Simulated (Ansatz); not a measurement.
# Ba: strong compression

An exercise on one series of results from a longer session: the logs are not shown, and one member is left open.

Computed with Ansatz 0.2.0 (DFT PBEsol, with the methods named in each step, unless a step's input says otherwise).

**The starting structure**

The structure is cubic, space group Fm-3m (No. 225). Conventional cell: a = 6.145 Å, b = 6.145 Å, c = 6.145 Å, α = 90.00°, β = 90.00°, γ = 90.00°. Ba (site symmetry m-3m) is surrounded by 12 Ba at 4.35 Å.

As a file:

```
Ba
1.0
     0.00000    3.07258    3.07258
     3.07258    0.00000    3.07258
     3.07258    3.07258    0.00000
Ba
1
Direct
  0.00000 0.00000 0.00000
```

Whether this phase is the stable one at these pressures isn't tested.

The first run:

Contents of input.yaml:

```yaml
crystal:
  lattice:
    - [0.0, 3.0725816578, 3.0725816578]
    - [3.0725816578, 0.0, 3.0725816578]
    - [3.0725816578, 3.0725816578, 0.0]
  atoms:
    - { symbol: Ba, position: [0.0, 0.0, 0.0] }
kpoints:
  mp_grid: { grid: [12, 12, 12] }
scf:
  occupations: { method: fermi_dirac, width: 0.08 }
hamiltonian:
  xc: pbesol
  pseudopotentials: { kind: paw }
output:
  forces: true
  stress: true
  write_density: true
  write_potential: true
  elf: true
  volumetric_format: npy
relax:
  f_tol: 0.005
  max_steps: 40
  cell: {}
```

Launch:

```bash
ansatz run input.yaml --threads 1 --pin off --max-ram 2048MiB --backend cpu --events-out ev --progress --plain --runs-dir out
```

Among the steps run: Cell relaxed at zero pressure, PAW; Volume scaled by 1, PAW; Volume scaled by 0.95, PAW; Volume scaled by 0.85, PAW; Volume scaled by 0.75, PAW; Volume scaled by 0.65, PAW; Volume scaled by 0.55, PAW; Volume scaled by 0.45, PAW; Volume scaled by 0.45, PAW (core large); Volume scaled by 0.4, PAW; Volume scaled by 0.4, PAW (cutoff 800 eV).

One table of the session follows, with a row left open; its other results are not shown here.

```
             method  volume over the first  volume (Å³/atom)  pressure (GPa)
                PAW                      1            58.505            0.00
                PAW                   0.95                 ?               ?
                PAW                   0.85            49.729            1.64
                PAW                   0.75            43.879            3.27
                PAW                   0.65            38.028            5.66
                PAW                   0.55            32.178            9.86
                PAW                   0.45            26.327           17.56
                PAW                    0.4            23.402           27.65
   PAW (core large)                   0.45            26.327           17.56
PAW (cutoff 800 eV)                    0.4            23.402           27.65
```

**Question.** Estimate the row for PAW, 0.95.

**Answer.** volume (Å³/atom): 55.580; pressure (GPa): 0.44. In the column «volume (Å³/atom)» it lies between PAW, 0.85 (49.729) and PAW, 1 (58.505).

Caveats from the session: Warnings in the runs' records: datasets by core.
